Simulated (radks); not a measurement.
**Sc³⁺ in [Ar]: an all-electron calculation**

One table from this session's results is given with a row withheld; the runs are named, their logs left out.

The numbers are computed with radks (a radial shooting solver on a logarithmic mesh, Libxc functionals) version 1 (scalar-relativistic Kohn-Sham, PBE, spin-polarised, spherical densities, finite nucleus), except any that are marked as measured or tabulated.

**The system**

| Property | Result |
| --- | --- |
| element | scandium (Z = 21) |
| charge | +3 |
| electrons | 18 |
| configuration | [Ar] |
| nuclear rms radius | 3.5459 fm |

Outer shells as boxes (Hund's rule):

Sc³⁺
```
[Ne] core
3s [↑↓]
3p [↑↓][↑↓][↑↓]
```

The first run:

The run's settings:

```text
Z 21
configuration [Ar]
relativity scalar-relativistic
functional pbe,pbe
spin polarised
nucleus finite rms 3.5459 fm
c 137.035999084
```

Started as:

```console
> python run_ks.py task.json out
```

This one command runs every case of the session in turn.

One table of the session follows, with a row left open; its other results are not shown here.

It belongs to the step «Shells». Radial moments (bohr):

| level | <r> | outermost maximum (interpolated) | 90 % within | nodes |
| --- | --- | --- | --- | --- |
| 1s | 0.07305 | 0.0478 | 0.130 | 0 |
| 2s | 0.3435 | 0.284 | 0.534 | 1 |
| 2p | ? | ? | ? | ? |
| 3s | 1.056 | 0.920 | 1.57 | 2 |
| 3p | 1.129 | 0.957 | 1.72 | 1 |

Q: Estimate the row for 2p from the others.

As computed: <r>: 0.3077; outermost maximum (interpolated): 0.232; 90 % within: 0.507; nodes: 0. In the column «<r>» it lies between 1s (0.07305) and 2s (0.3435).
